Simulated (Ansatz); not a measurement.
# AgRuC4N4: the cost of one run

Computed with Ansatz 0.2.0 (DFT PBE, scalar-relativistic, plane waves, PAW, unless a step's input says otherwise).

## Step 1: Starting point

The structure is cubic, space group P-43m (No. 215). Conventional cell: a = 5.978 Å, b = 5.978 Å, c = 5.978 Å, α = 90.00°, β = 90.00°, γ = 90.00°. Around Ag (site symmetry -43m) lie 4 C at 2.02 Å. Ru (site symmetry -43m) is surrounded by 4 N at 1.99 Å. C (site symmetry 3m) is surrounded by 1 N at 1.17 Å and 1 Ag at 2.02 Å. N (site symmetry 3m) is surrounded by 1 C at 1.17 Å and 1 Ru at 1.99 Å.

Structure file:

```
CELL_PARAMETERS angstrom
5.97788 0.00000 0.00000
0.00000 5.97788 0.00000
0.00000 0.00000 5.97788
ATOMIC_POSITIONS crystal
Ag 0.00000 0.00000 0.00000
Ru 0.50000 0.50000 0.50000
C 0.19529 0.19529 0.19529
C 0.19529 0.80471 0.80471
C 0.80471 0.19529 0.80471
C 0.80471 0.80471 0.19529
N 0.30829 0.30829 0.30829
N 0.30829 0.69171 0.69171
N 0.69171 0.30829 0.69171
N 0.69171 0.69171 0.30829
```

A structure generator made this guess: two interpenetrating cyanide-bridged diamond nets (P-43m, No. 215). The dimensions are guesses.

## Step 2: A first look at the guess

The input, input.yaml:

```yaml
crystal:
  lattice:
    - [5.97788469, 0.0, 0.0]
    - [0.0, 5.97788469, 0.0]
    - [0.0, 0.0, 5.97788469]
  atoms:
    - { symbol: Ag, position: [0.0, 0.0, 0.0] }
    - { symbol: Ru, position: [0.5, 0.5, 0.5], spin: 1.0 }
    - { symbol: C, position: [0.19528685, 0.19528685, 0.19528685] }
    - { symbol: C, position: [0.19528685, 0.80471315, 0.80471315] }
    - { symbol: C, position: [0.80471315, 0.19528685, 0.80471315] }
    - { symbol: C, position: [0.80471315, 0.80471315, 0.19528685] }
    - { symbol: "N", position: [0.30828665, 0.30828665, 0.30828665] }
    - { symbol: "N", position: [0.30828665, 0.69171335, 0.69171335] }
    - { symbol: "N", position: [0.69171335, 0.30828665, 0.69171335] }
    - { symbol: "N", position: [0.69171335, 0.69171335, 0.30828665] }
basis:
  ecutwfc: 420
kpoints:
  mp_grid: { grid: [4, 4, 4] }
hamiltonian:
  xc: pbe
scf:
  occupations: { method: gaussian, width: 0.1 }
  lower_state_search: "off"
output:
  forces: true
  stress: true
  eigenvalues: true
  populations: true
magnetization:
  spin_polarized: true
```

Started as:

```
$ ansatz run input.yaml --threads 1 --pin off --max-ram 2560MiB --backend cpu --events-out ev --progress --plain --runs-dir out
```

Q: Estimate wall time and peak memory on 1 thread of Intel Xeon Platinum 8259CL at 2.50GHz (Skylake/Cascade Lake), shared host.

About 37 s, with a peak of 0.54 GiB.
